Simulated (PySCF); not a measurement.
# C8H12O (3-tert-butylfuran): the cost of one run

Programs: PySCF 2.14.0, with routines of our own; each step states its level. All values are computed. Atoms count from 0.

### Step 1. The starting structure

21 atoms, charge 0, multiplicity 1; geometry from: GFN2-xTB.

### Step 2. Geometry optimisation at PBE0-D3(BJ)/def2-SVP

Job settings and geometry (Å):

```
{"job": {"xc": "PBE0", "basis": "def2-SVP", "d3": "d3bj", "grid": 2, "kind": "geom"}, "charge": 0, "multiplicity": 1}
C     -1.468728    -0.798088    -0.824917
C     -0.690124     0.179841     0.063403
C     -0.814153     1.599602    -0.502783
C     -1.269260     0.147451     1.479077
C      0.759141    -0.216987     0.076597
C      1.620424    -0.299469    -1.055221
C      2.832413    -0.691669    -0.585474
O      2.792779    -0.859076     0.745727
C      1.538068    -0.570484     1.138043
H     -2.525046    -0.538651    -0.834217
H     -1.365419    -1.814167    -0.450594
H     -1.098900    -0.770616    -1.846488
H     -0.441210     1.642771    -1.522664
H     -0.240768     2.299227     0.101227
H     -1.855155     1.914906    -0.502978
H     -2.317793     0.436356     1.458942
H     -1.197259    -0.852360     1.900316
H     -0.735603     0.837866     2.127737
H      1.369123    -0.095204    -2.075888
H      3.767076    -0.879435    -1.076076
H      1.331473    -0.654871     2.185759
```

Launch:

```
$ OMP_NUM_THREADS=1 python excited_run.py task.json out
```

The driver reads the jobs from task.json and runs them one after another.

**Question.** How long does this first job take on 1 thread of Intel Xeon Platinum 8488C, shared host, and how much memory does it need?

About 94 s, with a peak of 0.84 GiB.
